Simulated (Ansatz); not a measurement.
# BAsH₆: a ladder of functionals and wavefunction methods

The task here is to estimate one member of a computed series from the others.

Computed with Ansatz 0.2.0, Gaussian basis. Level: functionals in def2-TZVPP, the program's frozen cores in correlated methods.

Levels to be run: LDA (SPW92), PBE-D4, revPBE-D4, BLYP-D4, r2SCAN-D4, B97M-V, PBE0-D4, B3LYP-D4, r2SCANh-D4, r2SCAN0-D4, HSE06-D4, BHLYP-D4, CAM-B3LYP-D4, LC-ωPBE, ωB97X-V, ωB97M-V, B2PLYP, PBE-QIDH; CCSD(T)/def2-SVP; CCSD(T)/def2-TZVPP; MP2/def2-QZVPP; extrapolation to the limit; RPA on PBE.

## The relaxed structure

All runs share one geometry, relaxed beforehand with PBE0-D4 in a triple-zeta def2 set.

8 atoms, charge 0, spin multiplicity 1.

Atoms are counted from 1 here; the program's logs count them from 0.

Bond lengths: B1–As2 2.049 Å, B1–H3 1.207 Å, B1–H4 1.207 Å, B1–H5 1.207 Å, As2–H6 1.507 Å, As2–H7 1.507 Å, As2–H8 1.507 Å. Angles: As2–B1–H3 102.7°, As2–B1–H4 102.6°, As2–B1–H5 102.6°, H3–B1–H4 115.4°, H3–B1–H5 115.4°, H4–B1–H5 115.3°, B1–As2–H6 118.8°, B1–As2–H7 118.8°, B1–As2–H8 118.7°, H6–As2–H7 98.8°, H6–As2–H8 98.8°, H7–As2–H8 98.8°.

The first run:

The input, in.yaml:

```yaml
crystal:
  periodic: [false, false, false]
  atoms:
    - {symbol: B, position_ang: [-0.625364, 0.179003, -1.004078]}
    - {symbol: As, position_ang: [0.463822, -0.139875, 0.702010]}
    - {symbol: H, position_ang: [-1.733568, -0.172438, -0.679931]}
    - {symbol: H, position_ang: [-0.071566, -0.531797, -1.807137]}
    - {symbol: H, position_ang: [-0.491115, 1.364901, -1.184472]}
    - {symbol: H, position_ang: [0.073970, 0.593189, 1.959594]}
    - {symbol: H, position_ang: [0.540872, -1.535702, 1.264743]}
    - {symbol: H, position_ang: [1.935149, 0.185618, 0.693471]}
basis:
  gaussian: {orbitals: def2-TZVPP}
hamiltonian: {xc: lda}
output: {orbitals: {seedname: orbitals}}
```

On the command line:

```
> ansatz run in.yaml --threads 4 --pin off --events-out ev --progress --plain --max-ram 10444MiB
```

Among the steps run: LDA; PBE-D4 (GGA); revPBE-D4 (GGA); BLYP-D4 (GGA); r2SCAN-D4 (meta-GGA); B97M-V (meta-GGA); B3LYP-D4 (hybrid); r2SCANh-D4 (hybrid); r2SCAN0-D4 (hybrid); HSE06-D4 (hybrid); BHLYP-D4 (hybrid); CAM-B3LYP-D4 (range-separated); LC-ωPBE (range-separated); ωB97X-V (range-separated); ωB97M-V (range-separated); B2PLYP (double hybrid); PBE-QIDH (double hybrid).

One of the session's tables, all rows but one given; the rest of the session is left out.

It belongs to the step «Frontier levels by functional». 

```
  functional  HOMO (eV)  gap (eV)
 LDA (SPW92)      -7.32      6.37
      PBE-D4      -7.31      6.54
   revPBE-D4          ?         ?
     BLYP-D4      -7.25      6.48
   r2SCAN-D4      -7.62      7.42
      B97M-V      -7.70      7.06
     PBE0-D4      -8.64      8.74
    B3LYP-D4      -8.47      8.23
  r2SCANh-D4      -8.11      8.19
  r2SCAN0-D4      -8.85      9.32
    HSE06-D4      -8.23      7.97
    BHLYP-D4      -9.87     10.69
CAM-B3LYP-D4     -10.09     11.01
     LC-ωPBE     -11.44     13.62
     ωB97X-V     -11.10     13.13
     ωB97M-V     -10.96     12.64
```

Q: Estimate the row for revPBE-D4 from the others.

**Answer.** HOMO (eV): -7.29; gap (eV): 6.60. In the column «HOMO (eV)» it lies between PBE-D4 (-7.31) and BLYP-D4 (-7.25).
